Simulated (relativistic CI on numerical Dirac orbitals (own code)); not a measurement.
**Ca²⁺: one ion under different settings**

Aim: see what numerical and physical settings do to the SCF, the total energy and the lowest levels of Ca²⁺.

Method: Dirac-Coulomb-Breit CI, KLI orbitals optimised for each configuration, model QED (radiative potential, 1s self-energy scaled to tabulated hydrogen-like ionisation energies), numerical settings as typed. Code: relativistic CI on numerical Dirac orbitals (own code) version 3.

## Step 1: What is computed

```
ion            : Ca²⁺ (Ca III)
nuclear charge : 20
electrons      : 18
isotope        : A = 40
```

## Step 2: Usual settings

Settings, as recorded:

```ini
atom Ca  Z=20  charge=2  electrons=18
nucleus A=40  rms_radius_fm=3.4776
hamiltonian dirac-coulomb  breit=on  qed=on  c_scale=1
orbitals kli  potential=per-configuration
slater_scale 1
correlation none
mixing on
grid step=0.0125 r_max=34.3
scf mixing=0.4 start=green max_iterations=150 tolerance=2e-08 node_fill=0.05
configurations
  [Ne] 3s2 3p6
end
```

Started as:

```bash
$ python run_levels.py task.json out
```

task.json lists these runs, among others, and the program works through them in turn.

## Step 3: Slater scale 0.5

Changes to the settings of step 2:

```diff
@@ -4,3 +4,3 @@
 orbitals kli  potential=per-configuration
-slater_scale 1
+slater_scale 0.5
 correlation none
```

## Step 4: End of the grid 51.45, QED terms off, nuclear radius 4.5209

Settings, as recorded:

```ini
atom Ca  Z=20  charge=2  electrons=18
nucleus A=40  rms_radius_fm=4.5209
hamiltonian dirac-coulomb  breit=on  qed=off  c_scale=1
orbitals kli  potential=per-configuration
slater_scale 1
correlation none
mixing on
grid step=0.0125 r_max=51.45
scf mixing=0.4 start=green max_iterations=150 tolerance=2e-08 node_fill=0.05
configurations
  [Ne] 3s2 3p6
end
```

## Step 5: Grid step 0.03, end of the grid 24.01, iteration limit 30

Settings, as recorded:

```ini
atom Ca  Z=20  charge=2  electrons=18
nucleus A=40  rms_radius_fm=3.4776
hamiltonian dirac-coulomb  breit=on  qed=on  c_scale=1
orbitals kli  potential=per-configuration
slater_scale 1
correlation none
mixing on
grid step=0.03 r_max=24.01
scf mixing=0.4 start=green max_iterations=30 tolerance=2e-08 node_fill=0.05
configurations
  [Ne] 3s2 3p6
end
```

## Step 6: QED terms off, node fill 0

Settings, as recorded:

```ini
atom Ca  Z=20  charge=2  electrons=18
nucleus A=40  rms_radius_fm=3.4776
hamiltonian dirac-coulomb  breit=on  qed=off  c_scale=1
orbitals kli  potential=per-configuration
slater_scale 1
correlation none
mixing on
grid step=0.0125 r_max=34.3
scf mixing=0.4 start=green max_iterations=150 tolerance=2e-08 node_fill=0
configurations
  [Ne] 3s2 3p6
end
```

## Step 7: Node fill 5

Settings, as recorded:

```ini
atom Ca  Z=20  charge=2  electrons=18
nucleus A=40  rms_radius_fm=3.4776
hamiltonian dirac-coulomb  breit=on  qed=on  c_scale=1
orbitals kli  potential=per-configuration
slater_scale 1
correlation none
mixing on
grid step=0.0125 r_max=34.3
scf mixing=0.4 start=green max_iterations=98 tolerance=2e-08 node_fill=5
configurations
  [Ne] 3s2 3p6
end
```

## Step 8: Tolerance 0.01

Changes to the settings of step 7:

```diff
@@ -8,3 +8,3 @@
 grid step=0.0125 r_max=34.3
-scf mixing=0.4 start=green max_iterations=98 tolerance=2e-08 node_fill=5
+scf mixing=0.4 start=green max_iterations=58 tolerance=0.01 node_fill=0.05
 configurations
```

(Steps that only read results are left out.)

What does the calculation give? Wanted: lowest level, usual settings; total energy.

As calculated:

| setting | total energy less usual (Ha) | largest shift of a level among the lowest eight of both runs, same label and place (cm⁻¹) | SCF iterations | time | lowest level | kind of change |
| --- | --- | --- | --- | --- | --- | --- |
| usual | 0 | 0 | 10 | 0.088 s | 3p6 1S0 | - |
| Slater scale 0.5 | 0 | - | 10 | 0.073 s | 3p6 1S0 | model term |
| end of the grid 51.45, QED terms off, nuclear radius 4.5209 | -0.125 | - | 10 | 0.043 s | 3p6 1S0 | unphysical constant |
| grid step 0.03, end of the grid 24.01, iteration limit 30 | 9.95e-05 | - | 10 | 0.037 s | 3p6 1S0 | numerical |
| QED terms off, node fill 0 | -0.125 | - | 10 | 0.036 s | 3p6 1S0 | model term |
| node fill 5 | 0.162 | - | 12 | 0.073 s | 3p6 1S0 | unsound |
| tolerance 0.01 | 6.21e-05 | - | 5 | 0.064 s | 3p6 1S0 | unsound |

| quantity | value |
| --- | --- |
| lowest level, usual settings | 3p6 1S0 |
| total energy | -678.7800 Ha |

No visible change in the result comes from «Slater scale 0.5». Only the listed configurations are in the model. In a near-neutral ion this small CI can misplace whole configurations by 10,000 cm⁻¹ or more.
